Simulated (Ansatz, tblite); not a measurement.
# (AgH)4 ring (Ag4H4): rung by rung

An exercise on one series of results from a longer session: the logs are not shown, and one member is left open.

Program: Ansatz 0.2.0, Gaussian basis. Level of theory: as each input shows. These are calculated values, not measurements.

Levels to be run: GFN1-xTB, GFN2-xTB, PBE-D4/def2-TZVP, r2SCAN-D4/def2-TZVP, HSE06-D4/def2-TZVP, B97M-V/def2-TZVP, HF/def2-TZVP, ωB97X-V/def2-TZVP, B2PLYP/def2-TZVP, revPBE-D4/def2-TZVP, LC-ωPBE/def2-TZVP, PBE-D4/def2-SVP, PBE0-D4/def2-SVP, PBE0-D4/def2-TZVPD, PBE-D4/def2-TZVPD, r2SCAN-D4/def2-TZVPD, CCSD(T)/def2-SVP, MP2/def2-TZVP, RPA/def2-TZVP.

2 further runs of the same task are left out: 2 set aside as unsound or not needed. Runs told in other sessions of the task aren't counted.

### The relaxed structure

The geometry is that of the singlet, from an earlier relaxation (PBE0-D4/def2-SVP).

8 atoms, charge 0, spin multiplicity 1.

Bond lengths: Ag1–H2 1.789 Å, Ag1–Ag3 2.737 Å, Ag1–Ag7 2.737 Å, Ag1–H8 1.789 Å, H2–Ag3 1.789 Å, Ag3–H4 1.789 Å, Ag3–Ag5 2.737 Å, H4–Ag5 1.789 Å, Ag5–H6 1.789 Å, Ag5–Ag7 2.737 Å, H6–Ag7 1.789 Å, Ag7–H8 1.789 Å. Angles: H2–Ag1–Ag3 40.1°, H2–Ag1–Ag7 130.1°, H2–Ag1–H8 170.2°, Ag3–Ag1–Ag7 90.0°, Ag3–Ag1–H8 130.1°, Ag7–Ag1–H8 40.1°, Ag1–H2–Ag3 99.8°, Ag1–Ag3–H2 40.1°, Ag1–Ag3–H4 130.1°, Ag1–Ag3–Ag5 90.0°, H2–Ag3–H4 170.2°, H2–Ag3–Ag5 130.1°, H4–Ag3–Ag5 40.1°, Ag3–H4–Ag5 99.8°, Ag3–Ag5–H4 40.1°, Ag3–Ag5–H6 130.1°, Ag3–Ag5–Ag7 90.0°, H4–Ag5–H6 170.2° and more.

Ag takes a core potential in the def2 sets. No spin-orbit coupling is included.

PBE0-D4/def2-TZVP was run before; its log isn't repeated, and its numbers join the tables.

Set-up of the first run:

Tight binding, by tblite at 300 K electronic temperature and without a spin-polarisation term:

```python
tblite.interface.Calculator('GFN1-xTB', numbers, positions, charge=0, uhf=0).singlepoint()
```

Tight binding, by tblite at 300 K electronic temperature and without a spin-polarisation term:

```python
tblite.interface.Calculator('GFN2-xTB', numbers, positions, charge=0, uhf=0).singlepoint()
```

start.molden holds the orbitals of an earlier run on this state, given as this run's starting guess.

Contents of in.yaml:

```yaml
crystal:
  periodic: [false, false, false]
  atoms:
    - {symbol: Ag, position_ang: [-0.423852, 1.641532, -0.932930]}
    - {symbol: H, position_ang: [0.630050, 2.424182, 0.282380]}
    - {symbol: Ag, position_ang: [1.107663, 0.990547, 1.239687]}
    - {symbol: H, position_ang: [1.410272, -0.599659, 2.001241]}
    - {symbol: Ag, position_ang: [0.423805, -1.641533, 0.932968]}
    - {symbol: H, position_ang: [-0.629619, -2.424257, -0.282751]}
    - {symbol: Ag, position_ang: [-1.107617, -0.990563, -1.239719]}
    - {symbol: H, position_ang: [-1.410713, 0.599762, -2.000887]}
basis:
  gaussian: {orbitals: def2-TZVP, initial_orbitals: start.molden}
hamiltonian: {xc: pbe, dispersion: d4}
scf: {omitted_lower_state_checks: [starts]}
output: {orbitals: {seedname: orbitals}}
```

Launch:

```bash
$ ansatz run in.yaml --threads 4 --pin off --events-out ev --progress --plain --max-ram 3916MiB
```

Steps of the session up to this table: PBE-D4/def2-TZVP; r2SCAN-D4/def2-TZVP; HSE06-D4/def2-TZVP; B97M-V/def2-TZVP; HF/def2-TZVP; ωB97X-V/def2-TZVP; B2PLYP/def2-TZVP; revPBE-D4/def2-TZVP; LC-ωPBE/def2-TZVP; PBE-D4/def2-SVP; PBE0-D4/def2-SVP; PBE0-D4/def2-TZVPD; PBE-D4/def2-TZVPD; r2SCAN-D4/def2-TZVPD; CCSD(T)/def2-SVP; MP2/def2-TZVP; RPA/def2-TZVP.

One of the session's tables, all rows but one given; the rest of the session is left out.

```
               level  HOMO (eV)  gap (eV)
        HF/def2-TZVP      -9.77     10.65
     PBE-D4/def2-SVP      -6.23      3.61
    PBE-D4/def2-TZVP      -6.24      3.58
   PBE-D4/def2-TZVPD      -6.24      3.58
 revPBE-D4/def2-TZVP      -6.13      3.61
 r2SCAN-D4/def2-TZVP      -6.36      3.99
r2SCAN-D4/def2-TZVPD          ?         ?
    B97M-V/def2-TZVP      -6.38      3.94
    PBE0-D4/def2-SVP      -7.28      5.60
   PBE0-D4/def2-TZVP      -7.28      5.58
  PBE0-D4/def2-TZVPD      -7.28      5.58
  HSE06-D4/def2-TZVP      -6.89      4.83
   LC-ωPBE/def2-TZVP      -9.72     10.06
   ωB97X-V/def2-TZVP      -9.48      9.67
```

**Question.** Estimate the row for r2SCAN-D4/def2-TZVPD.

**Answer.** HOMO (eV): -6.37; gap (eV): 3.99. In the column «HOMO (eV)» it lies between B97M-V/def2-TZVP (-6.38) and r2SCAN-D4/def2-TZVP (-6.36).
